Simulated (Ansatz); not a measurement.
# CuMoH6: the cost of one run

Program: Ansatz 0.2.0. Level of theory: DFT PBE, scalar-relativistic, plane waves, PAW. These are calculated values, not measurements.

## 1. The structure to begin with

Symmetry: P-6m2, No. 187, hexagonal system. The conventional cell has a = 3.740 Å, b = 3.740 Å, c = 5.544 Å, α = 90.00°, β = 90.00°, γ = 120.00°. Cu (site symmetry -6m2) is surrounded by 6 H at 2.37 Å. H (site symmetry mm2) is surrounded by 2 H at 1.30 Å and 1 Mo at 1.41 Å. H (site symmetry 3m) is surrounded by 1 Mo at 1.79 Å and 3 Cu at 2.37 Å. H (site symmetry -6m2) is surrounded by 6 H at 1.90 Å and 3 Mo at 2.16 Å. Mo (site symmetry -6m2) has 5 H at 1.41 to 1.79 Å in its first shell of neighbours.

As a file:

```
Cu H Mo
1.0
     3.74021    0.00000    0.00000
    -1.87011    3.23912    0.00000
     0.00000    0.00000    5.54434
Cu H Mo
1 6 1
Direct
  0.00000 0.00000 0.00000
  0.55122 0.44878 0.50000
  0.55122 0.10243 0.50000
  0.89757 0.44878 0.50000
  0.33333 0.66667 0.17712
  0.33333 0.66667 0.82288
  0.00000 0.00000 0.50000
  0.33333 0.66667 0.50000
```

A structure generator made this guess: random cell by space group and Wyckoff sites (P-6m2, No. 187). Its size is a rough estimate.

## 2. The guess as it stands, on a coarse mesh

File input.yaml:

```yaml
crystal:
  lattice:
    - [3.74021252, 0.0, 0.0]
    - [-1.87010626, 3.23911906, 0.0]
    - [0.0, 0.0, 5.54434423]
  atoms:
    - { symbol: Cu, position: [0.0, 0.0, 0.0] }
    - { symbol: H, position: [0.55121655, 0.44878345, 0.5] }
    - { symbol: H, position: [0.55121655, 0.1024331, 0.5] }
    - { symbol: H, position: [0.8975669, 0.44878345, 0.5] }
    - { symbol: H, position: [0.33333333, 0.66666667, 0.17712382] }
    - { symbol: H, position: [0.33333333, 0.66666667, 0.82287618] }
    - { symbol: H, position: [0.0, 0.0, 0.5] }
    - { symbol: Mo, position: [0.33333333, 0.66666667, 0.5] }
basis:
  ecutwfc: 420
kpoints:
  mp_grid: { grid: [6, 6, 4] }
hamiltonian:
  xc: pbe
scf:
  occupations: { method: gaussian, width: 0.1 }
  lower_state_search: "off"
output:
  forces: true
  stress: true
  eigenvalues: true
```

Started as:

```sh
ansatz run input.yaml --threads 1 --pin off --max-ram 2560MiB --backend cpu --events-out ev --progress --plain --runs-dir out
```

Q: Estimate wall time and peak memory on 1 thread of Arm Neoverse V2, shared host.

About 4.2 s, with a peak of 0.35 GiB.
